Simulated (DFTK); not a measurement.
# PtS2 (P-3m1) in DFTK: reference runs

Aim: a first look at PtS2 with PBEsol, on the cell as given.

Program: DFTK 0.8.2. These are calculated values, not measurements. Logs are shortened: lines on timing, memory, paths and dates and some standing lists are left out, and cuts for length are marked.

**1. The structure**

Symmetry: P-3m1, No. 164, trigonal system. Conventional cell: a = 3.543 Å, b = 3.543 Å, c = 5.039 Å, α = 90.00°, β = 90.00°, γ = 120.00°. Pt (site symmetry -3m) is surrounded by 6 S at 2.34 Å. S (site symmetry 3m) is surrounded by 3 Pt at 2.34 Å.

**2. Single point, PBEsol**

Contents of run.jl:

```julia
using DFTK
using PseudoPotentialData
using Unitful, UnitfulAtomic
using LinearAlgebra, Printf
include("save.jl")
disable_threading()

# lattice vectors are the columns
lattice = austrip(1u"Å") * [        3.5432        -1.7716            0.0;
                      0.0   3.0685012107            0.0;
                      0.0            0.0         5.0388]
symbols   = [:Pt, :S, :S]
positions = [[0.0, 0.0, 0.0],
             [0.6666666667, 0.3333333333, 0.773],
             [0.3333333333, 0.6666666667, 0.227]]
pseudopotentials = PseudoFamily("dojo.nc.sr.pbesol.v0_4_1.standard.upf")
elements = Dict(s => ElementPsp(s, pseudopotentials) for s in unique(symbols))
atoms    = [elements[s] for s in symbols]

build_model(lattice, positions; symmetries=true) =
    model_DFT(lattice, atoms, positions;
              functionals=PBEsol(),
              temperature=austrip(0.05u"eV"),
              smearing=Smearing.FermiDirac(),
              symmetries)
Ecut  = 42.0  # hartree
kgrid = [9, 9, 5]
tol   = 1e-6
to_GPa = ustrip(uconvert(u"GPa", 1u"hartree/bohr^3"))

model = build_model(lattice, positions)
basis = PlaneWaveBasis(model; Ecut, kgrid)
display(basis)
scfres = self_consistent_field(basis;
                               tol,
                               nbandsalg=AdaptiveBands(model; n_bands_converge=20))
display(scfres.energies)
@printf "Fermi level: %.6f eV\n" ustrip(auconvert(u"eV", something(scfres.εF, NaN)))
forces = compute_forces_cart(scfres)
println("Forces (eV/Å)")
for (s, f) in zip(symbols, forces)
    @printf "%-3s %12.6f %12.6f %12.6f\n" s ustrip.(auconvert.(u"eV/Å", f))...
end
stress = compute_stresses_cart(scfres)
println("Stress (GPa)")
display(round.(stress * to_GPa; digits=4))
println("Levels at the first k-point (eV): ", round.(ustrip.(auconvert.(u"eV", scfres.eigenvalues[1][1:scfres.n_bands_converge])); digits=4))
save_scf!(scfres; forces, stress)
```

Potentials or basis: dojo.nc.sr.pbesol.v0_4_1.standard.upf (PBEsol).

On the command line:

```sh
> julia --threads=1 run.jl  # save.jl only writes the numbers to a file and isn't shown; printed stress counts tension as positive; times include loading and compiling
```

Log:

```text
PlaneWaveBasis discretization:

    Ecut                 : 42.0 Ha
    fft_size             : (45, 45, 60), 121500 total points
    kgrid                : MonkhorstPack([9, 9, 5])
    num.   red. kpoints  : 405
    num. irred. kpoints  : 50

    Discretized Model(gga_x_pbe_sol+gga_c_pbe_sol, 3D):
        lattice (in Bohr)    : [6.69568   , -3.34784  , 0         ]
                               [0         , 5.79863   , 0         ]
                               [0         , 0         , 9.52195   ]
        unit cell volume     : 369.7 Bohr³

        atoms                : PtS₂
        pseudopot. family    : PseudoFamily("dojo.nc.sr.pbesol.v0_4_1.standard.upf")

        num. electrons       : 30
        spin polarization    : none
        temperature          : 0.0018375 Ha
        smearing             : DFTK.Smearing.FermiDirac()

        terms                : Kinetic()
                               AtomicLocal()
                               AtomicNonlocal()
                               Ewald(nothing)
                               PspCorrection()
                               Hartree()
                               Xc(gga_x_pbe_sol, gga_c_pbe_sol)
                               Entropy()
n     Energy            log10(ΔE)   log10(Δρ)   Diag   Δtime
---   ---------------   ---------   ---------   ----   ------
  1   -152.4358064074                   -0.49    5.7    28.8s
  2   -152.6087540474       -0.76       -0.92    2.0    16.1s
  3   -152.6342988201       -1.59       -1.87    3.2    19.0s
  4   -152.6343459950       -4.33       -2.48    1.3    13.6s
  5   -152.6343605448       -4.84       -3.20    3.1    17.0s
  6   -152.6343611176       -6.24       -3.64    2.9    18.7s
  7   -152.6343611494       -7.50       -4.22    2.4    15.8s
  8   -152.6343611543       -8.31       -5.14    2.9    16.9s
  9   -152.6343611543      -10.09       -5.70    4.2    19.0s
 10   -152.6343611544      -11.36       -6.40    2.9    17.6s
Energy breakdown (in Ha):
    Kinetic             44.9888673
    AtomicLocal         -137.5721570
    AtomicNonlocal      11.0042524
    Ewald               -89.3083635
    PspCorrection       3.5685990
    Hartree             44.6560379
    Xc                  -29.9715969
    Entropy             -0.0000003

    total               -152.634361154353
Fermi level: 8.170001 eV
Forces (eV/Å)
Pt      0.000000     0.000000     0.000000
S      -0.000000     0.000000    -0.938051
S       0.000000    -0.000000     0.938051
Stress (GPa)
3×3 StaticArraysCore.SMatrix{3, 3, Float64, 9} with indices SOneTo(3)×SOneTo(3):
 -6.4506   0.0      0.0
  0.0     -6.4506   0.0
  0.0     -0.0     -5.7332
Levels at the first k-point (eV): [-91.9831, -46.1442, -46.1442, -45.9704, -7.888, -4.5902, 0.6212, 0.6212, 0.7495, 3.7016, 3.7016, 5.907, 6.5626, 6.5626, 7.5793, 10.151, 10.151, 12.3457, 13.2995, 15.4579]
```

Run time: 6.6 min. Hardware: 1 thread of Intel Xeon at 2.70GHz, shared host; peak memory 2.8 GiB.

What came out:

| Quantity | Value |
| --- | --- |
| Free energy | -4153.3926 eV |
| Pressure | 6.2 GPa |
| Largest force | 0.938 eV/Å |
| Band gap on the k mesh | 0.95 eV, indirect (least direct gap 0.99 eV) |

Forces on the atoms (eV/Å):
```
Pt   0.000  0.000  0.000
S    0.000  0.000 -0.938
S    0.000  0.000  0.938
```

Levels at points of the mesh, in eV from the valence-band top:
| k point | band 11 | band 12 | band 13 | band 14 | band 15 | band 16 | band 17 | band 18 | band 19 | band 20 |
| --- | --- | --- | --- | --- | --- | --- | --- | --- | --- | --- |
| (0.00, 0.00, 0.00) | -4.02 | -1.82 | -1.16 | -1.16 | -0.15 | 2.42 | 2.42 | 4.62 | 5.57 | 7.73 |

Caveat: spin-orbit coupling is left out, which moves the levels of the heavy elements; an odd mesh through Γ misses points on the zone boundary, where band edges often lie.
